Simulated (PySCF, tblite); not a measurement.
# C₇H₁₄SSi: geometry, infrared bands, NMR shifts and electronic excitations

Aim: predict the infrared bands, NMR shifts and electronic excitations of C₇H₁₄SSi (`[SiH3]SC1=CCCCCC1`).

The runs use tblite 0.8.0 and PySCF 2.14.0, with density-fitted response routines of our own; the level of theory stands in each step. All values are computed, except where a source is named. Atoms count from 0, in the outputs and in this text.

### 1 The starting structure

23 atoms, charge 0, multiplicity 1; geometry from: force field or distance geometry start.

Bonds of the start (Å): Si0–S1 2.17, S1–C2 1.74, C2–C3 1.35, C3–C4 1.51, C4–C5 1.54, C5–C6 1.53, C6–C7 1.53, C7–C8 1.53, C8–C2 1.51, Si0–H9 1.48, Si0–H10 1.47, Si0–H11 1.49, C3–H12 1.09, C4–H13 1.09, C4–H14 1.10, C5–H15 1.10, C5–H16 1.09, C6–H17 1.11, C6–H18 1.09, C7–H19 1.09, C7–H20 1.10, C8–H21 1.09, C8–H22 1.10.

### 2 Optimising the geometry with GFN2-xTB

Job settings and geometry (Å):

```
{"job": {"kind": "relax", "xc": "GFN2-xTB", "basis": "xTB"}, "charge": 0, "multiplicity": 1}
Si     3.779200     0.601200     0.570200
S      2.261700     1.282700    -0.823500
C      0.796100     0.549700    -0.229600
C     -0.100800     1.347300     0.392400
C     -1.425400     0.896700     0.954500
C     -2.376000     0.320900    -0.105400
C     -2.009100    -1.087700    -0.560800
C     -0.696300    -1.192700    -1.335700
C      0.555500    -0.917000    -0.507600
H      3.779000    -0.882600     0.584400
H      5.092800     1.115000     0.139400
H      3.445000     1.106700     1.931400
H      0.125000     2.395300     0.562600
H     -1.268300     0.190300     1.768500
H     -1.910700     1.787200     1.392500
H     -3.380500     0.286500     0.344300
H     -2.430900     0.992800    -0.967900
H     -1.979400    -1.767600     0.310000
H     -2.820700    -1.453800    -1.194100
H     -0.730700    -0.540900    -2.213300
H     -0.631600    -2.217600    -1.716700
H      1.403100    -1.330100    -1.056000
H      0.518400    -1.455200     0.453400
```

The run is started by

```bash
> OMP_NUM_THREADS=1 python probes_run.py task.json out
```

This one command runs all jobs of the session in turn.

**Question.** This job is followed by: GFN2-xTB harmonic vibrations, gas phase; PBE0-D3(BJ)/def2-SVP geometry optimisation, gas phase; GIAO PBE0/pcSseg-1 NMR shielding, non-relativistic, gas phase; TDDFT wB97X-D/def2-SVPD, vertical, gas phase, core orbitals frozen in the response; GIAO PBE0/pcSseg-1 NMR shielding, non-relativistic, IEF-PCM chloroform. What will the session give for the following? strongest single infrared mode (GFN2-xTB); zero-point energy (GFN2-xTB); point group; rotational constants (main isotopes); ¹³C shifts against TMS (PBE0/pcSseg-1); ¹H shifts against TMS (PBE0/pcSseg-1, means over atoms taken as alike); ²⁹Si shifts against TMS (PBE0/pcSseg-1); ³³S shifts against CS2 (PBE0/pcSseg-1); surface potential, 1st and 99th percentile; lowest singlet (wB97X-D/def2-SVPD); brightest single state of those computed; lowest triplet; vertical ionisation energy (ΔSCF); range of the shift of S1.

The runs gave:

| quantity | value |
| --- | --- |
| strongest single infrared mode (GFN2-xTB) | 770 cm⁻¹, 467 km/mol |
| zero-point energy (GFN2-xTB) | 118.3 kcal/mol |
| point group | C1 |
| rotational constants (main isotopes) | 2.39, 0.63, 0.57 GHz |
| ¹³C shifts against TMS (PBE0/pcSseg-1) | 152.9, 145.7, 41.6, 35.9, 32.3, 28.1, 27.7 ppm |
| ¹H shifts against TMS (PBE0/pcSseg-1, means over atoms taken as alike) | 6.80, 4.55, 2.43, 2.09, 1.67, 1.39, 1.30 ppm |
| ²⁹Si shifts against TMS (PBE0/pcSseg-1) | -49.4 ppm |
| ³³S shifts against CS2 (PBE0/pcSseg-1) | -66 ppm |
| surface potential, 1st and 99th percentile | -0.92 V and 0.80 V |
| lowest singlet (wB97X-D/def2-SVPD) | 5.50 eV (225 nm), f = 0.023 |
| brightest single state of those computed | state 3, 6.20 eV, f = 0.291 |
| lowest triplet | 3.94 eV |
| vertical ionisation energy (ΔSCF) | 8.58 eV |
| range of the shift of S1 | -74 to -66 ppm |

**Reading.** Over 54 steps the energy fell by 0.150 eV; of the close pairs, S1–C2 changed most, 1.743 to 1.792 Å (GFN2-xTB). No mode is imaginary among the 63: a minimum at this level. The strongest single mode, at 770 cm⁻¹, moves mainly H10 and H9. GFN2-xTB is a fitted tight-binding method: band positions and strengths are rough. Its intensities can rank the bands wrongly. Relaxing lowered the energy by 0.357 eV in 7 steps; the close pair that moved most is Si0–H10, from 1.433 to 1.493 Å (PBE0/def2-SVP). The most deshielded hydrogen is H12 (hydrogen on an alkene CH), at 6.80 ppm: attached to an sp2 carbon and in the plane of the double bond. At PBE0/pcSseg-1: Shielding is most anisotropic at S1 (span 550 ppm, paramagnetic term -496 ppm). By nearest atom (PBE0/pcSseg-1), the HOMO sits on S1 43 %; C2, C3 about 16 % each and the LUMO on C2, C3 about 27 % each; H12 7 %. The first singlet state (HOMO→LUMO 0.61, HOMO−1→LUMO 0.34) lies at 5.50 eV and is weak; of the 10 states computed, the strongest absorption comes from state 3 at 6.20 eV. The lowest triplet lies 1.57 eV below the lowest singlet (triplets in Tamm-Dancoff, singlets in full TDDFT). ΔSCF puts the ionisation energy at 8.58 eV, 0.00 eV above −ε(HOMO). Across the 2 runs the shift of S1 moves most, between -74 (PBE0/pcSseg-1 in chloroform) and -66 ppm (PBE0/pcSseg-1).
